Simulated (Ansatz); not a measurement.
Crystal: Hf2Pd2Se2Br2O3.

```
Hf Pd Se Br O
1.0
     5.76069    0.00496   -0.00286
    -0.52750    5.84664    0.03413
    -1.48435   -0.92642    6.64586
Hf Pd Se Br O
2 2 2 2 3
Cartesian
  3.5658 1.9949 2.3367
  0.5362 2.1009 3.9624
  3.9042 -0.0043 5.6409
  0.4456 4.9498 2.4142
  2.0523 1.4944 6.2402
  2.4066 4.0824 3.5487
  4.1617 5.6554 1.0519
  -0.4152 4.0015 5.7576
  4.5038 1.1491 3.9299
  1.7546 1.0574 2.7229
  -0.4225 3.0696 2.4575
```

The cell was built by a generator and needn't be a form met in nature.

Base run:

- Program: Ansatz 0.2.0
- Functional: PBE
- Potentials or basis: all-electron LAPW, scalar-relativistic
- Cutoff: 420 eV (chosen from the basis error)
- Basis error allowed: 0.002 eV/atom
- k mesh: 4 × 4 × 3
- Occupations: fermi-dirac, width 0.05 eV
- Spin: no spin polarisation
- Hubbard terms: Hf d U = 3 eV, Pd d U = 3 eV

Its results: band gap on the k mesh 0.44 eV, indirect (least direct gap 0.47 eV); pressure 1.6 GPa; largest force 0.218 eV/Å.

Q: The run is repeated on the same cell with these changes: hubbard terms from Hf d U = 3 eV, Pd d U = 3 eV to Hf d U = 6 eV, Pd d U = 6 eV. What comes out?

A: Band gap on the k mesh 0.49 eV, direct; pressure 3.5 GPa; largest force 0.471 eV/Å.

Caveats: U is the effective U less J, on atomic orbitals that reach past the spheres; spin-orbit coupling is left out, which moves the levels of the heavy elements; an odd mesh through Γ misses points on the zone boundary, where band edges often lie.
